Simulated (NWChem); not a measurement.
**[ICl2]− (SMILES Cl[I-]Cl) at 6 levels**

We compute a comparison of 6 runs (HF/STO-3G, HF/def2-SVP, wB97X/STO-3G, PBE0/def2-SVP, BLYP/def2-TZVP, MP2/STO-3G) of [ICl2]−. 

Program for the calculation: NWChem 7.3.0.

## Step 1: The system as given

The species is [ICl2]− (3 atoms), meant as a singlet with charge -1. SMILES: `Cl[I-]Cl`. Geometry: relaxed at GFN2-xTB.

Bond lengths: I1–Cl2 2.602 Å, I1–Cl3 2.601 Å. Angles: Cl2–I1–Cl3 180.0°.

## Step 2: Energy and gradient at HF/STO-3G (run 1)

The input, input.xyz:

```xyz
3

I     -0.000180    -0.000100    -0.000310
Cl    -0.018750    -0.023810     2.601290
Cl     0.018930     0.023910    -2.600980
```

The input, run.py:

```python
from ase.io import read
from ase.calculators.nwchem import NWChem

molecule = read('input.xyz')

calc = NWChem(
    label='input',
    theory='scf',
    memory='2200 mb',
    basis='STO-3G',
    basispar='spherical bse',
    charge=-1,
    scf={'nopen': '0', 'rhf': None, 'thresh': '1e-08', 'maxiter': '80', 'print': 'low'},
)
molecule.calc = calc

forces = molecule.get_forces()
print(f"energy = {molecule.get_potential_energy():.6f} eV")
print("forces (eV/A):")
for s, f in zip(molecule.symbols, forces):
    print(f"{s:2s} {f[0]:10.5f} {f[1]:10.5f} {f[2]:10.5f}")
```

On the command line:

```console
$ export ASE_NWCHEM_COMMAND="nwchem PREFIX.nwi > PREFIX.nwo"
$ python run.py
```

The log of the run:

```text
energy = -211155.418798 eV
forces (eV/A):
I     0.00082    0.00041    0.00545
Cl    0.00216    0.00309   -0.35980
Cl   -0.00298   -0.00350    0.35435
```

The calculator wrote input.nwi:

```
title "input"

permanent_dir input

scratch_dir input

start input

geometry units angstrom nocenter noautosym noautoz
  I  -1.8000000000000001e-04 -1.0000000000000000e-04 -3.1000000000000000e-04
  Cl -1.8749999999999999e-02 -2.3810000000000001e-02 2.6012900000000001e+00
  Cl 1.8929999999999999e-02 2.3910000000000001e-02 -2.6009799999999998e+00
end

charge -1

memory 2200 mb

basis spherical bse noprint
   * library STO-3G
end

scf
  nopen 0
  rhf
  thresh 1e-08
  maxiter 80
  print low
end

task scf gradient
```

input.nwo:

```text
Northwest Computational Chemistry Package (NWChem) 7.3.0
             --------------------------------------------------------

           Job information
           ---------------

    nwchem branch   = 7.3.0
    use scalapack   = T
    input           = input.nwi
    prefix          = input.
    data base       = input/input.db
    status          = startup
    nproc           =        1

           Memory information
           ------------------

    heap     =     72089598 doubles =      550.0 Mbytes
    stack    =     72089595 doubles =      550.0 Mbytes
    global   =    144179200 doubles =     1100.0 Mbytes (distinct from heap & stack)
    total    =    288358393 doubles =     2200.0 Mbytes
    verify   = yes
    hardfail = no

[... 34 lines left out ...]
            Nuclear Dipole moment (a.u.)
[... 51 lines left out ...]
 Forming initial guess at       0.0s

 Starting SCF solution at       0.2s

       Final RHF  results
       ------------------

         Total SCF energy =  -7759.818577738077
      One-electron energy = -11510.861268459201
      Two-electron energy =   3355.072011857977
 Nuclear repulsion energy =    395.970678863147

        Time for solution =      1.6s

                              NWChem Gradients Module
                              -----------------------

                         RHF ENERGY GRADIENTS

    atom               coordinates                        gradient
                 x          y          z           x          y          z
   1 I      -0.000340  -0.000189  -0.000586   -0.000016  -0.000008  -0.000106
   2 Cl     -0.035432  -0.044994   4.915725   -0.000042  -0.000060   0.006997
   3 Cl      0.035773   0.045183  -4.915140    0.000058   0.000068  -0.006891

 Task  times  cpu:        2.6s     wall:        2.6s
 Total times  cpu:        2.6s     wall:        2.6s
```

It took 3.9 s on 1 thread of AMD EPYC 9R14 (Zen 4), shared host; peak memory 0.099 GiB.

## Step 3: Energy and forces at HF/def2-SVP (core potential) (run 2)

The input, test.xyz:

```xyz
3
Cl2I gradient
I     -0.000180    -0.000100    -0.000310
Cl    -0.018750    -0.023810     2.601290
Cl     0.018930     0.023910    -2.600980
```

The input, test.nw:

```
start test
title "Cl2I gradient"
memory total 2200 mb
charge -1
geometry units angstroms noautosym nocenter noautoz
  load test.xyz
end
basis "ao basis" spherical bse
  * library def2-SVP
end
ecp bse
  I library def2-SVP
end
scf
  thresh 1e-08
  maxiter 80
  print medium
end
task scf gradient
```

On the command line:

```console
$ nwchem test.nw > test.out
```

The log of the run:

```text
[...]
  functions       =    62
[...]
  wavefunction    = RHF
[...]
         Total SCF energy =  -1215.440622392231
      One-electron energy =  -2204.330803204178
      Two-electron energy =    786.582017723431
 Nuclear repulsion energy =    202.308163088516
        Time for solution =      4.6s
[...]
                         RHF ENERGY GRADIENTS
    atom               coordinates                        gradient
                 x          y          z           x          y          z
   1 I      -0.000340  -0.000189  -0.000586   -0.000012  -0.000006  -0.000077
   2 Cl     -0.035432  -0.044994   4.915725   -0.000004  -0.000010   0.001452
   3 Cl      0.035773   0.045183  -4.915140    0.000016   0.000016  -0.001375
[...]
```

Wall time 6.6 s (1 thread of AMD EPYC 9R14 (Zen 4), shared host); peak memory 0.099 GiB.

Runs 3 to 5 aren't shown in full; the table further down has their settings and results.

## Step 4: Energy and gradient at MP2/STO-3G (run 6)

The input, cl2i.xyz:

```xyz
3
Cl2I gradient
I     -0.000180    -0.000100    -0.000310
Cl    -0.018750    -0.023810     2.601290
Cl     0.018930     0.023910    -2.600980
```

The input, cl2i.nw:

```
start cl2i
title "Cl2I gradient"
memory stack 880 mb heap 220 mb global 1100 mb
charge -1

geometry units angstroms noautosym nocenter noautoz
  load cl2i.xyz
end

basis spherical bse
  * library STO-3G
end

scf
  thresh 1e-08
  maxiter 80
end

mp2
  freeze core 28
  tight
end

task mp2 gradient
```

On the command line:

```console
$ nwchem cl2i.nw > cl2i.out
```

The log of the run:

```text
[...]
  functions       =    45
[...]
  wavefunction    = RHF
[...]
         Total SCF energy =  -7759.818577738067
      One-electron energy = -11510.861268459226
      Two-electron energy =   3355.072011858013
 Nuclear repulsion energy =    395.970678863148
        Time for solution =      1.7s
[...]
          Total MP2 energy         -7759.839576422445
[...]
                         mp2 ENERGY GRADIENTS
    atom               coordinates                        gradient
                 x          y          z           x          y          z
   1 I      -0.000340  -0.000189  -0.000586   -0.000013  -0.000007  -0.000136
   2 Cl     -0.035432  -0.044994   4.915725    0.000007   0.000004   0.000039
   3 Cl      0.035773   0.045183  -4.915140    0.000006   0.000003   0.000097
[...]
```

It took 6 s on 1 thread of AMD EPYC 9R14 (Zen 4), shared host; peak memory 0.1 GiB.

## Step 5: Overview of the runs

```tsv
run	level	core potential	iteration cap	energy (Eh)	largest force (eV/Å)	wall time
1	HF/STO-3G	–	80	-7759.818578	0.360	3.9 s
2	HF/def2-SVP (core potential)	def2-SVP	80	-1215.440622	0.075	6.6 s
3	wB97X/STO-3G	–	100	-7763.423294	0.202	8.4 s
4	PBE0/def2-SVP (core potential)	def2-SVP	100	-1217.632050	0.110	9.9 s
5	BLYP/def2-TZVP (core potential)	def2-TZVP	100	-1218.210958	0.339	34 s
6	MP2/STO-3G	–	80	-7759.839576	0.007	6 s
```

## Step 6: Outcome

| quantity | value |
| --- | --- |
| run 6: total energy | -7759.83958 Eh |
| run 6: HOMO energy (Hartree–Fock orbitals) | -1.43 eV |
| run 6: LUMO energy (Hartree–Fock orbitals) | 9.05 eV |
| run 6: HOMO–LUMO gap (to an unbound level, set by the basis) | 10.48 eV |
| run 6: correlation energy (28 core orbitals frozen) | -21.0 mEh |
| run 6: largest force on an atom | 0.007 eV/Å |

**Reading.** Over runs 2, 3, 4, 5 the HOMO–LUMO gap runs from 2.76 eV (BLYP/def2-TZVP) to 11.12 eV (HF/def2-SVP). The two ends differ in method and basis. The empty levels of an anion lie above zero and hang on the basis. Totals of different functionals can't be ranked against each other. Some runs of one species differ in core potentials or relativity; totals across that change don't compare. In runs 1, 3, 6 the basis is minimal, so the values are rough. In runs 1, 3, 6 relativity is left out where basis or elements ask for it. All runs together took 69 s, the longest 34 s.
